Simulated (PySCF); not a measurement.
# CH4ClFSi (Chloromethylfluorosilane): the cost of one run

Programs: PySCF 2.14.0, with density-fitted response routines of our own. Each step states its level of theory. These are calculated values for one molecule, in the gas phase or a continuum, unless marked as measured. Atoms are numbered from 0 throughout.

### 1 The molecule as given

8 atoms, charge 0, multiplicity 1; geometry from: GFN2-xTB. The atoms were then displaced at random by about 0.01 Å, so the start is not that level's minimum.

Bonds of the start (Å): F0–Si1 1.64, Si1–C2 1.92, C2–Cl3 1.77, Si1–H4 1.44, Si1–H5 1.46, C2–H6 1.07, C2–H7 1.07.

### 2 Optimising the geometry at PBE0-D3(BJ)/def2-TZVP

What the job is given:

```
{"job": {"xc": "PBE0", "basis": "def2-TZVP", "d3": "d3bj", "grid": 2, "shake": 0.01, "kind": "geom"}, "charge": 0, "multiplicity": 1}
F      1.578870    -1.340290    -0.501340
Si     0.934130     0.020530     0.139830
C     -0.955590    -0.087630    -0.190400
Cl    -1.713500     1.362410     0.487680
H      1.231660    -0.052790     1.551290
H      1.531660     1.136050    -0.587900
H     -1.170920    -0.114530    -1.241970
H     -1.381200    -0.942890     0.290350
```

Launch:

```bash
> OMP_NUM_THREADS=1 python probes_run.py task.json out
```

One launch serves the whole session: the jobs run in the order shown.

**Question.** How long does this first job take on 1 thread of Intel Xeon Platinum 8488C, shared host, and how much memory does it need?

About 47 s, with a peak of 0.63 GiB.
